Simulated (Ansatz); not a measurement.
# Eu2ZnGe3 (P6_3/mmc): the equilibrium volume, part 2 of 2

Aim: the volume at which the pressure of Eu2ZnGe3 (P6_3/mmc) vanishes.

Ansatz 0.2.0; DFT PBEsol, scalar-relativistic, plane waves, PAW. Earlier steps stand in the parts before.

### 3 Full relaxation

File input.yaml:

```yaml
crystal:
  lattice:
    - [4.25578163, 0.0, 0.0]
    - [-2.12789081, 3.685615, 0.0]
    - [0.0, 0.0, 17.92847788]
  atoms:
    - { symbol: Eu, position: [0.0, 0.0, 0.37098266], spin: 7.4 }
    - { symbol: Eu, position: [0.0, 0.0, 0.62901734], spin: 7.4 }
    - { symbol: Eu, position: [0.0, 0.0, 0.87098266], spin: 7.4 }
    - { symbol: Eu, position: [0.0, 0.0, 0.12901734], spin: 7.4 }
    - { symbol: Ge, position: [0.3333333333, 0.6666666667, 0.75] }
    - { symbol: Ge, position: [0.6666666667, 0.3333333333, 0.25] }
    - { symbol: Ge, position: [0.3333333333, 0.6666666667, 0.47541887] }
    - { symbol: Ge, position: [0.6666666667, 0.3333333333, 0.52458113] }
    - { symbol: Ge, position: [0.6666666667, 0.3333333333, 0.97541887] }
    - { symbol: Ge, position: [0.3333333333, 0.6666666667, 0.02458113] }
    - { symbol: Zn, position: [0.3333333333, 0.6666666667, 0.25] }
    - { symbol: Zn, position: [0.6666666667, 0.3333333333, 0.75] }
basis:
  ecutwfc: 420
kpoints:
  mp_grid: { grid: [9, 9, 2] }
hamiltonian:
  xc: pbesol
scf:
  occupations: { method: gaussian, width: 0.05 }
  lower_state_search: "off"
output:
  forces: true
  stress: true
  eigenvalues: true
  populations: true
  hubbard: { sites: [{ species: Eu, l: f }] }
  write_density: true
  write_potential: true
  elf: true
  volumetric_format: npy
magnetization:
  spin_polarized: true
relax:
  adjacent_minimum: "off"
  f_tol: 0.005
  max_steps: 80
  cell: { stress_tol: 0.05 }
```

The run is started by

```
$ ansatz run input.yaml --threads 8 --pin off --max-ram 14336MiB --backend cpu --events-out ev --progress --plain --runs-dir out
```

Standard output:

```text
Warning: RAYON_NUM_THREADS=8 ignored (pool sized by the plan → 8); use --threads N
Eu: projections on atomic orbitals take those of the free atom [Kr 4d10] 4f7 5s2 5p6 5d0 6s2, of charge +0.00 (hamiltonian.pseudopotentials.projection_atoms); the dataset's partial waves leave at most 1.0e-3 of an orbital's norm unspanned inside its sphere
Engine: ansatz 0.2.0, aarch64-unknown-linux-gnu
Pseudopotentials: kind: paw
Pseudopotential: Eu, paw, valence charge 17, recommended cutoff 420 eV (normal), Eu.paw.azcp
Pseudopotential: Ge, paw, valence charge 14, recommended cutoff 420 eV (normal), Ge.paw.azcp
Pseudopotential: Zn, paw, valence charge 12, recommended cutoff 420 eV (normal), Zn.paw.azcp
Functional definition: PBEsol
  exchange = pbesol_x
  correlation = pbesol_c
Crystal: 12 atoms, lattice volume = 281.211 Å³
Basis set: ecut = 420 eV, 5501 PW (Γ), exchange–correlation on 60×60×240 points (8 copies of the dense FFT grid, shifted against one another)
Bands: 124, of which v1, the nominal top of the filled ones, is band 88 counted from 1 (87 counted from 0)
Symmetry: 24 space group operations
Space group: P63/mmc (ITA 194), of the structure as read, at distance tolerance 6.6e-5 Å
Magnetic group: BNS 194.263 (UNI 1493), of the structure as read, at distance tolerance 6.6e-5 Å
k-points: 24 of 162
Non-local potential: Eu, projectors of the file, l = 0: 3, l = 1: 2, l = 2: 2, l = 3: 3
Non-local potential: Ge, projectors of the file, l = 0: 2, l = 1: 2, l = 2: 3, l = 3: 1
Non-local potential: Zn, projectors of the file, l = 0: 2, l = 1: 2, l = 2: 3, l = 3: 1
PAW form: soft (Blöchl's): semilocal exchange-correlation on the pseudo side does not see the compensation charge
PAW frozen core: Eu, regenerated for the run's functional, and the local potential with it (the file was generated under x = pbe(κ = 0.804, μ = 0.2195149727645171), c = pbe(β = 0.06672455060314922))
PAW frozen core: Ge, regenerated for the run's functional, and the local potential with it (the file was generated under x = pbe(κ = 0.804, μ = 0.2195149727645171), c = pbe(β = 0.06672455060314922))
PAW frozen core: Zn, regenerated for the run's functional, and the local potential with it (the file was generated under x = pbe(κ = 0.804, μ = 0.2195149727645171), c = pbe(β = 0.06672455060314922))
PAW one-centre angular grid: Eu, 590 points (default); XC on 64 Gauss nodes
PAW one-centre angular grid: Ge, 590 points (default); XC on 64 Gauss nodes
PAW one-centre angular grid: Zn, 590 points (default); XC on 64 Gauss nodes
Initial density: superposition of atomic densities (chi_scale 0.1, normalization cell)
Starting moments: Σ|m| = 29.6 μB on 4 of 12 sites
Initial wavefunctions: pseudopotential atomic-orbital guess
Functional: x = pbesol(κ = 0.804, μ = 0.12345679012345678), c = pbesol(β = 0.046)
SCF iter   1: F=—  HF=-66740.930257 eV  |F-HF|=—  |Δ(HF+E_count)|=         —  Δρ=2.33e-1 (↑2.33e-1 ↓1.75e-1)  dr2=1.43e1  dr2_m=1.07e2  M=28.912 μB ∫|m|=29.707 μB  β_m=1.00  ethr=3.10e-3  ⟨swp⟩=6.0  Hψ=22493  notcnv=0  defer=50
preconditioner: auto → Kerker (q_TF=auto, 2.523 Å⁻¹)  [metal: Δε(μ)=0.021 eV  Ē_g=15.591 eV  σ=0.050 eV  W_gap=0.23  n_scr=80 (ndim 8)  ℏωp=28.7 eV  f_vac=0.000  D(μ)=3.58/eV (n_scr^D=8)]
spin=Collinear: Kerker preconditioning applied to the charge; magnetization (m = ρ↑ − ρ↓) channel mixes plain (no charge-response kernel on spin).
SCF iter   2: F=—  HF=-66716.054578 eV  |F-HF|=—  |Δ(HF+E_count)|=    2.49e1  Δρ=3.22e-2 (↑3.22e-2 ↓2.02e-2)  dr2=2.30e0  dr2_m=1.42e0  M=28.079 μB ∫|m|=28.740 μB  β_m=1.00  ethr=3.10e-3  ⟨swp⟩=3.5  Hψ=15201  notcnv=0  defer=759
SCF iter   3: F=—  HF=-66725.774349 eV  |F-HF|=—  |Δ(HF+E_count)|=    9.72e0  Δρ=8.64e-3 (↑8.64e-3 ↓7.34e-3)  dr2=8.52e-1  dr2_m=1.94e-2  M=27.903 μB ∫|m|=28.426 μB  β_m=1.00  ethr=1.31e-3  ⟨swp⟩=3.2  Hψ=9988  notcnv=0  defer=807
SCF iter   4: F=—  HF=-66736.429026 eV  |F-HF|=—  |Δ(HF+E_count)|=    1.07e1  Δρ=1.22e-2 (↑1.22e-2 ↓4.11e-3)  dr2=2.45e-1  dr2_m=1.46e-1  M=27.687 μB ∫|m|=28.134 μB  β_m=0.30  ethr=4.84e-4  ⟨swp⟩=4.3  Hψ=12834  notcnv=0  defer=810
SCF iter   5: F=—  HF=-66743.658379 eV  |F-HF|=—  |Δ(HF+E_count)|=    7.23e0  Δρ=1.30e-2 (↑1.30e-2 ↓6.32e-3)  dr2=8.75e-1  dr2_m=4.93e-2  M=28.021 μB ∫|m|=28.512 μB  β_m=1.00  ethr=1.39e-4  ⟨swp⟩=3.9  Hψ=12897  notcnv=0  defer=804
SCF iter   6: F=—  HF=-66746.251293 eV  |F-HF|=—  |Δ(HF+E_count)|=    2.59e0  Δρ=7.71e-3 (↑7.71e-3 ↓3.53e-3)  dr2=2.82e-1  dr2_m=1.91e-2  M=27.881 μB ∫|m|=28.336 μB  β_m=1.00  ethr=1.39e-4  ⟨swp⟩=4.1  Hψ=11972  notcnv=0  defer=800
SCF iter   7: F=—  HF=-66749.894100 eV  |F-HF|=—  |Δ(HF+E_count)|=    3.64e0  Δρ=1.48e-1 (↑1.48e-1 ↓9.16e-3)  dr2=6.18e1  dr2_m=1.40e1  M=23.553 μB ∫|m|=23.948 μB  β_m=0.30  ethr=1.39e-4  ⟨swp⟩=6.9  Hψ=16946  notcnv=0  defer=794
SCF iter   8: F=—  HF=-66747.377907 eV  |F-HF|=—  |Δ(HF+E_count)|=    2.52e0  Δρ=2.39e-2 (↑2.39e-2 ↓1.58e-2)  dr2=1.83e-1  dr2_m=1.01e0  M=27.837 μB ∫|m|=28.276 μB  β_m=1.00  ethr=1.39e-4  ⟨swp⟩=6.1  Hψ=17624  notcnv=0  defer=739
SCF iter   9: F=—  HF=-66747.270514 eV  |F-HF|=—  |Δ(HF+E_count)|=   1.07e-1  Δρ=7.41e-3 (↑7.41e-3 ↓7.23e-4)  dr2=1.55e-1  dr2_m=3.44e-2  M=27.851 μB ∫|m|=28.305 μB  β_m=1.00  ethr=1.04e-4  ⟨swp⟩=2.5  Hψ=9532  notcnv=0  defer=734
SCF iter  10: F=—  HF=-66747.654275 eV  |F-HF|=—  |Δ(HF+E_count)|=   3.84e-1  Δρ=4.90e-3 (↑4.90e-3 ↓1.07e-3)  dr2=8.68e-2  dr2_m=1.22e-2  M=27.827 μB ∫|m|=28.280 μB  β_m=0.30  ethr=8.83e-5  ⟨swp⟩=3.5  Hψ=6983  notcnv=0  defer=735
Mixer restart at iter 10: flushing history
spin-set hold released at iteration 10 (site moments contracting): the magnetisation degrees of freedom join the quasi-Newton model from the next iteration; the mixer history was flushed
SCF iter  11: F=—  HF=-66747.818975 eV  |F-HF|=—  |Δ(HF+E_count)|=   1.65e-1  Δρ=3.39e-3 (↑3.39e-3 ↓9.54e-4)  dr2=1.56e-2  dr2_m=1.19e-2  M=27.730 μB ∫|m|=28.160 μB  β_m=0.40  ethr=4.93e-5  ⟨swp⟩=3.9  Hψ=9826  notcnv=0  defer=743
SCF iter  12: F=—  HF=-66747.969432 eV  |F-HF|=—  |Δ(HF+E_count)|=   1.50e-1  Δρ=9.00e-3 (↑9.00e-3 ↓9.79e-4)  dr2=2.57e-1  dr2_m=4.48e-2  M=27.908 μB ∫|m|=28.368 μB  β_m=0.21  ethr=8.84e-6  ⟨swp⟩=3.8  Hψ=10649  notcnv=0  defer=731  recentre
SCF iter  13: F=—  HF=-66747.953917 eV  |F-HF|=—  |Δ(HF+E_count)|=   1.55e-2  Δρ=1.56e-3 (↑1.56e-3 ↓7.17e-4)  dr2=1.81e-3  dr2_m=3.30e-3  M=27.753 μB ∫|m|=28.194 μB  β_m=0.62  ethr=8.84e-6  ⟨swp⟩=3.9  Hψ=12551  notcnv=0  defer=781
SCF iter  14: F=—  HF=-66747.984627 eV  |F-HF|=—  |Δ(HF+E_count)|=   3.07e-2  Δρ=7.83e-4 (↑7.83e-4 ↓2.13e-4)  dr2=8.01e-4  dr2_m=6.21e-4  M=27.760 μB ∫|m|=28.206 μB  β_m=0.81  ethr=1.03e-6  ⟨swp⟩=2.5  Hψ=10852  notcnv=0  defer=779
SCF iter  15: F=—  HF=-66747.984698 eV  |F-HF|=—  |Δ(HF+E_count)|=   7.12e-5  Δρ=3.77e-4 (↑3.77e-4 ↓4.13e-5)  dr2=4.23e-4  dr2_m=8.33e-5  M=27.761 μB ∫|m|=28.209 μB  β_m=0.89  ethr=4.55e-7  ⟨swp⟩=2.5  Hψ=7466  notcnv=0  defer=775
SCF iter  16: F=—  HF=-66747.984662 eV  |F-HF|=—  |Δ(HF+E_count)|=   3.56e-5  Δρ=6.24e-5 (↑6.24e-5 ↓4.74e-5)  dr2=2.31e-5  dr2_m=1.39e-6  M=27.766 μB ∫|m|=28.217 μB  β_m=0.67  ethr=2.41e-7  ⟨swp⟩=2.1  Hψ=6843  notcnv=0  defer=775
SCF iter  17: F=—  HF=-66747.984324 eV  |F-HF|=—  |Δ(HF+E_count)|=   3.39e-4  Δρ=6.31e-5 (↑6.31e-5 ↓1.43e-5)  dr2=1.86e-5  dr2_m=2.86e-6  M=27.767 μB ∫|m|=28.217 μB  β_m=0.81  ethr=1.31e-8  ⟨swp⟩=2.0  Hψ=7340  notcnv=0  defer=773
SCF iter  18: F=—  HF=-66747.984323 eV  |F-HF|=—  |Δ(HF+E_count)|=   7.16e-7  Δρ=4.24e-5 (↑4.24e-5 ↓6.93e-6)  dr2=9.41e-6  dr2_m=9.98e-7  M=27.766 μB ∫|m|=28.217 μB  β_m=0.82  ethr=1.06e-8  ⟨swp⟩=1.1  Hψ=5183  notcnv=0  defer=773
SCF iter  19: F=—  HF=-66747.984322 eV  |F-HF|=—  |Δ(HF+E_count)|=   9.94e-7  Δρ=1.28e-5 (↑1.28e-5 ↓2.44e-6)  dr2=4.26e-7  dr2_m=1.02e-7  M=27.766 μB ∫|m|=28.216 μB  β_m=0.86  ethr=5.35e-9  ⟨swp⟩=1.8  Hψ=6128  notcnv=0  defer=773
SCF iter  20: F=—  HF=-66747.984322 eV  |F-HF|=—  |Δ(HF+E_count)|=   4.12e-8  Δρ=8.81e-6 (↑8.81e-6 ↓1.54e-6)  dr2=2.70e-7  dr2_m=4.31e-8  M=27.766 μB ∫|m|=28.216 μB  β_m=0.69  ethr=2.42e-10  ⟨swp⟩=2.0  Hψ=6815  notcnv=0  defer=773
SCF iter  21: F=-66747.984322 eV  HF=-66747.984322 eV  |F-HF|=4.29e-9  |Δ(HF+E_count)|=   4.63e-8  Δρ=9.53e-7 (↑9.53e-7 ↓4.19e-7)  dr2=5.70e-9  dr2_m=5.50e-10  M=27.766 μB ∫|m|=28.216 μB  ethr=5.68e-11  ⟨swp⟩=15.5  Hψ=48100  notcnv=0
SCF 1 converged in 21 iterations: F = -66747.984322 eV  dr2 = 5.70e-9
relax step   1: F+E_penalty+E_count = -66747.98432183 eV  Δ(F+E_penalty+E_count) = +0.000e0 eV  max|allowed force component| = 2.449e-2 eV/Å  Δτ_max = 0.0000 Å  P = -3.143 GPa  Ω = 281.211 Å³  (21 SCF iters, dr2 threshold 1.00e-7 eV, accepted)
[... 23 lines left out ...]
relax step   2: F+E_penalty+E_count = -66748.22134393 eV  Δ(F+E_penalty+E_count) = -2.370e-1 eV  max|allowed force component| = 8.624e-2 eV/Å  Δτ_max = 0.0116 Å  P = +0.097 GPa  Ω = 262.222 Å³  energy of the carried Pulay correction = +7.407e-3 eV  (12 SCF iters, dr2 threshold 1.20e-6 eV, accepted)
[... 15 lines left out ...]
relax step   3: F+E_penalty+E_count = -66748.22988552 eV  Δ(F+E_penalty+E_count) = -8.542e-3 eV  max|allowed force component| = 2.724e-2 eV/Å  Δτ_max = 0.0188 Å  P = +0.110 GPa  Ω = 261.593 Å³  energy of the carried Pulay correction = +7.661e-3 eV  (9 SCF iters, dr2 threshold 4.65e-7 eV, accepted)
[... 15 lines left out ...]
relax step   4: F+E_penalty+E_count = -66748.23058532 eV  Δ(F+E_penalty+E_count) = -6.998e-4 eV  max|allowed force component| = 1.888e-2 eV/Å  Δτ_max = 0.0050 Å  P = -0.008 GPa  Ω = 261.784 Å³  energy of the carried Pulay correction = +7.584e-3 eV  (9 SCF iters, dr2 threshold 9.56e-8 eV, accepted)
[... 14 lines left out ...]
relax step   5: F+E_penalty+E_count = -66748.23073402 eV  Δ(F+E_penalty+E_count) = -1.487e-4 eV  max|allowed force component| = 1.490e-3 eV/Å  Δτ_max = 0.0025 Å  P = +0.001 GPa  Ω = 261.764 Å³  energy of the carried Pulay correction = +7.592e-3 eV  (9 SCF iters, dr2 threshold 2.23e-8 eV, accepted)
[... 15 lines left out ...]
relax step   6: F+E_penalty+E_count = -66748.22370083 eV  Δ(F+E_penalty+E_count) = +7.033e-3 eV  max|allowed force component| = 1.456e-3 eV/Å  Δτ_max = 0.0000 Å  P = -0.006 GPa  Ω = 261.764 Å³  stress off target by 1.46e-2 GPa  SCF on the basis re-selected at this cell (its energy is not comparable with the rows above)  (10 SCF iters)
basis re-selected at this cell: Δ(F+E_penalty+E_count) = +7.033e-3 eV, ΔP = -0.007 GPa vs the last step (what re-selecting the basis moved, of the pressure what is left beyond the Pulay correction that the steps carried, after the strain that the cell walked since its last selection, with what the two solves' SCF thresholds leave and, on support functions, any second-order correction that the steps lacked; it is no measure of the basis error at this ecutwfc). This SCF's stress stands 1.46e-2 GPa from its target on what of the cell is left free (relax.cell.stress_tol is 5.00e-2 GPa) and its largest allowed force component is 1.46e-3 eV/Å (relax.f_tol is 5.00e-3 eV/Å): within both
SCF converged after 10 iterations
Magnetization: 27.7047 μB (101.8523 up, 74.1477 down)
Absolute magnetization: 28.1172 μB (∫|ρ↑−ρ↓|, with the PAW one-centre terms)
Spin contamination: 0.1481 ħ² per cell (⟨S²⟩ above its minimum at these occupations)
Per-site moments (μB) at R_I (Å): [(6.674564164647476, 1.2419677515421388), (6.674564164647477, 1.24196775154214), (6.674564164647475, 1.2419677515421383), (6.6745641646474745, 1.241967751542139), (-0.03605549739476304, 1.0077101697067559), (-0.036055497394762936, 1.0077101697067559), (-0.007900774415447486, 1.0616960939359859), (-0.00790077441544638, 1.0616960939359859), (-0.007900774415446522, 1.0616960939359867), (-0.007900774415447169, 1.0616960939359867), (0.004918104043371789, 1.0077101697067559), (0.0049181040433724146, 1.0077101697067559)]
Free energy (F): -66748.223701 eV
Harris-Foulkes:  -66748.223701 eV  (|F-HF|=1.02e-10)
Internal energy: -66748.215619 eV  (E = F + TS)
E sigma→0 (E₀):  -66748.219660 eV
Entropy (-TS):   -0.008082 eV (-0.673 meV/atom)
Fermi energy:    11.827911 eV
--- Per-component energies (eV) ---
  E_band       = -467.951699
  E_kinetic    = 2365.994864
  E_local      = -23858.513450  (includes V_loc(G=0)·N_el)
  E_nonlocal   = 5603.606904
  E_hartree    = 10132.282793
  E_xc         = -1442.888168
  E_vxc        = -1325.955047  (∫ρ·V_xc dr)
  E_paw        = -40573.100202  (= ΣΔE_a)
  E_vpaw       = -3517.652919  (= ΣTr[D̂ρ^β])
  E_aug_tail   = 0.001157  (compensation charges beyond the density's cutoff)
  E_ewald      = -18985.049169
  E_core_change = 9.449652  (= ΣΔE_core)
  E_smearing   = -0.008082  (= −TS)
  E_closure    = -0.000000  (closes the sum)
  Σ components = -66748.223701   (vs F -66748.223701, Δ=0.00e0)
--- Forces (eV/Å), atoms counted from 1 ---
  atom   1  Eu    -0.00000000    -0.00000000    -0.00019641
  atom   2  Eu     0.00000000     0.00000000     0.00019641
  atom   3  Eu     0.00000000     0.00000000    -0.00019641
  atom   4  Eu    -0.00000000    -0.00000000     0.00019641
  atom   5  Ge     0.00000000     0.00000000    -0.00000000
  atom   6  Ge    -0.00000000    -0.00000000     0.00000000
  atom   7  Ge    -0.00000000    -0.00000000    -0.00145566
  atom   8  Ge     0.00000000     0.00000000     0.00145566
  atom   9  Ge     0.00000000     0.00000000    -0.00145566
  atom  10  Ge    -0.00000000    -0.00000000     0.00145566
  atom  11  Zn     0.00000000     0.00000000    -0.00000000
  atom  12  Zn    -0.00000000    -0.00000000     0.00000000
  max |Σ_I F_I| component: 3.59e-17 eV/Å
--- Stress (GPa, compression-positive) ---
       -0.001119      -0.000000       0.000000
       -0.000000      -0.001119       0.000000
        0.000000       0.000000      -0.014555
  P = ⅓ Tr σ = -0.0056 GPa (-0.056 kbar)
--- Band table (eV; the first three rows and the last of 48) ---
  k-point 0 ↑: bands = ["-29.2812", "-29.2796", "-29.2781", "-29.2765", "-12.9262", "-12.9262", "-12.9262", "-12.9262", "-12.8647", "-12.8647", "-12.8647", "-12.8647", "-12.7886", "-12.7886", "-12.7623", "-12.7623", "-12.7411", "-12.7411", "-12.7411", "-12.7411", "-12.7386", "-12.7386", "-12.7385", "-12.7385", "-12.0119", "-12.0119", "-12.0119", "-12.0119", "-11.9707", "-11.9707", "-11.9707", "-11.9707", "-11.9661", "-11.9661", "-8.2684", "-8.1853", "-8.1629", "-8.0762", "-7.9559", "-7.9559", "-7.9499", "-7.9499", "-7.9464", "-7.9464", "-7.9403", "-7.9403", "0.2901", "0.3799", "2.0124", "2.1937", "4.2791", "4.2791", "4.2793", "4.2793", "4.4954", "4.4954", "4.4955", "4.4955", "4.5499", "4.6311", "6.1157", "6.7973", "8.6108", "9.4501", "9.7062", "9.7062", "9.7587", "9.7587", "10.5509", "10.7567", "11.0701", "11.0701", "11.1132", "11.1132", "11.1826", "11.2496", "11.3935", "11.3935", "11.3943", "11.3943", "11.4556", "11.5009", "11.5181", "11.5211", "11.5226", "11.5226", "11.5338", "11.5338", "11.5699", "11.5802", "11.5802", "11.6117", "11.6117", "11.6321", "11.6376", "11.6378", "11.6380", "11.6383", "11.6721", "11.6721", "12.1889", "12.4123", "12.4123", "12.4192", "12.4192", "12.4844", "12.4844", "13.1866", "13.2717", "13.3401", "13.6360", "13.6360", "13.7690", "13.7690", "13.8906", "14.5602", "14.5602", "15.0198", "15.0198", "15.2863", "15.2919", "15.2919", "15.5736", "15.6128"]
[... 3 lines left out ...]
--- Relaxed structure (5 steps of the walk, 5 accepted, 1 SCFs on fresh bases) ---
  F+E_penalty+E_count = -66748.22370083 eV   max|allowed force component| = 1.456e-3 eV/Å   (the final SCF, on the basis selected at the relaxed cell)
  cell:  # Å, volume = 261.7640 Å³
    - [4.231285365420502, -2.870135372395506e-9, -5.0479109932830404e-18]
    - [-2.115642680224641, 3.6644006185505438, 2.523955493676191e-18]
    - [-2.1265508549839256e-17, -1.6513771216024118e-32, 16.882418090117696]
  atoms:
    - { symbol: Eu, position: [6.049083928369256e-20, 4.7379338934511574e-29, 0.37175866862133455] }
    - { symbol: Eu, position: [-6.049083928369333e-20, -4.7379453605910634e-29, 0.6282413313786652] }
    - { symbol: Eu, position: [6.049083928369333e-20, 4.7379478282033477e-29, 0.8717586686213344] }
    - { symbol: Eu, position: [-6.049083928369419e-20, -4.737948844279196e-29, 0.12824133137866534] }
    - { symbol: Ge, position: [0.33333333333333337, 0.6666666666666666, 0.7499999999999998] }
    - { symbol: Ge, position: [0.6666666666666667, 0.3333333333333333, 0.24999999999999997] }
    - { symbol: Ge, position: [0.33333333333333337, 0.6666666666666666, 0.4760020275623135] }
    - { symbol: Ge, position: [0.6666666666666667, 0.3333333333333333, 0.5239979724376861] }
    - { symbol: Ge, position: [0.6666666666666667, 0.3333333333333333, 0.9760020275623134] }
    - { symbol: Ge, position: [0.33333333333333337, 0.6666666666666666, 0.02399797243768634] }
    - { symbol: Zn, position: [0.33333333333333337, 0.6666666666666666, 0.24999999999999997] }
    - { symbol: Zn, position: [0.6666666666666667, 0.3333333333333333, 0.7499999999999998] }
--- Löwdin populations: 12 sites ---
  site symbol       q [e]    m [muB]
     0     Eu     17.1598     6.9763
     1     Eu     17.1598     6.9763
     2     Eu     17.1598     6.9763
     3     Eu     17.1598     6.9763
     4     Ge     14.8319    -0.0997
     5     Ge     14.8319    -0.0997
     6     Ge     13.9752    -0.0137
     7     Ge     13.9752    -0.0137
     8     Ge     13.9752    -0.0137
     9     Ge     13.9752    -0.0137
    10     Zn     10.6527    -0.0055
    11     Zn     10.6527    -0.0055
  spilling = 0.002789 (of n_electrons = 176.000000)
--- Occupation matrices: 4 shells (Löwdin-built; ε = 2.00e-2, provisional) ---
  Eu0 f_4F: site group C3v (3m)
  Eu0 f_4F up     Tr n = 6.7569  λ = 0.948 0.948 0.956 0.961 0.980 0.980 0.982  [7× z3 0.14 E(0.57)]
  Eu0 f_4F dn     Tr n = 0.0352  λ = 0.002 0.003 0.004 0.004 0.007 0.007 0.007  [7× z3 0.14 E(0.57)]
  Eu1 f_4F: site group C3v (3m)
  Eu1 f_4F up     Tr n = 6.7569  λ = 0.948 0.948 0.956 0.961 0.980 0.980 0.982  [7× z3 0.14 E(0.57)]
  Eu1 f_4F dn     Tr n = 0.0352  λ = 0.002 0.003 0.004 0.004 0.007 0.007 0.007  [7× z3 0.14 E(0.57)]
  Eu2 f_4F: site group C3v (3m)
  Eu2 f_4F up     Tr n = 6.7569  λ = 0.948 0.948 0.956 0.961 0.980 0.980 0.982  [7× z3 0.14 E(0.57)]
  Eu2 f_4F dn     Tr n = 0.0352  λ = 0.002 0.003 0.004 0.004 0.007 0.007 0.007  [7× z3 0.14 E(0.57)]
  Eu3 f_4F: site group C3v (3m)
  Eu3 f_4F up     Tr n = 6.7569  λ = 0.948 0.948 0.956 0.961 0.980 0.980 0.982  [7× z3 0.14 E(0.57)]
  Eu3 f_4F dn     Tr n = 0.0352  λ = 0.002 0.003 0.004 0.004 0.007 0.007 0.007  [7× z3 0.14 E(0.57)]
  Tr n, λ and their labels are of the run-group-symmetrised matrices; stabiliser: 24 of 48 elements of G0×{1,Θ} (closed), max defect 7.7e-15 at τ = 4.2e-3
```

Wall time 2.6 min (8 threads of Arm Neoverse V1, shared host); peak memory 2.4 GiB.

Step by step:

```
step  energy from step 1 (meV/atom)  largest force component (eV/Å)  pressure (GPa)  volume (Å³/atom)
   1                            0.0                           0.024           -3.14            23.434
   2                          -19.8                           0.086            0.10            21.852
   3                          -20.5                           0.027            0.11            21.799
   4                          -20.5                           0.019           -0.01            21.815
   5                          -20.5                           0.001            0.00            21.814
   6                          -19.9                           0.001           -0.01            21.814
```

Step 1 is the start. Step 6 repeats the geometry before it on a plane-wave basis chosen anew for the final cell, which shifts the energy by +0.6 meV/atom. The run keeps the 24 symmetry operations that it found, so it can't reach a distortion that breaks them.

Result: volume 21.814 Å³/atom, pressure -0.01 GPa, no gap, spin moments in the atoms' spheres Eu 6.67 μB.

### 4 The cell, before and after

How the cell compares, before and after:

| cell as typed | before | after | change |
| --- | --- | --- | --- |
| a (Å) | 4.256 | 4.231 | -0.6 % |
| b (Å) | 4.256 | 4.231 | -0.6 % |
| c (Å) | 17.928 | 16.882 | -5.8 % |
| volume (Å³/atom) | 23.434 | 21.814 | -6.9 % |
| shortest distance (Å) | 2.457 | 2.443 | -0.6 % |
| space group | P6_3/mmc | P6_3/mmc | same |

### 5 Results

This closing draws on all 2 parts. Changes of volume or cell count from the first structure of part 1.

| quantity | value |
| --- | --- |
| volume | 21.814 Å³/atom |
| pressure | -0.01 GPa |
| conventional cell | a = 4.231 Å, b = 4.231 Å, c = 16.882 Å, α = 90.00°, β = 90.00°, γ = 120.00° |
| gap on the mesh | none (metal) |
| spin moments in spheres | Eu 6.67 μB |

**Reading.** Over the 2 runs shown the cell moved from 23.43 to 21.81 Å³/atom, a change of -6.9 %, where the pressure is zero within 0.01 GPa. No U acts on the 4f shell, so its levels can lie too near the Fermi level. Spin–orbit coupling is left out, though the cell holds Eu; it splits the 4f levels.
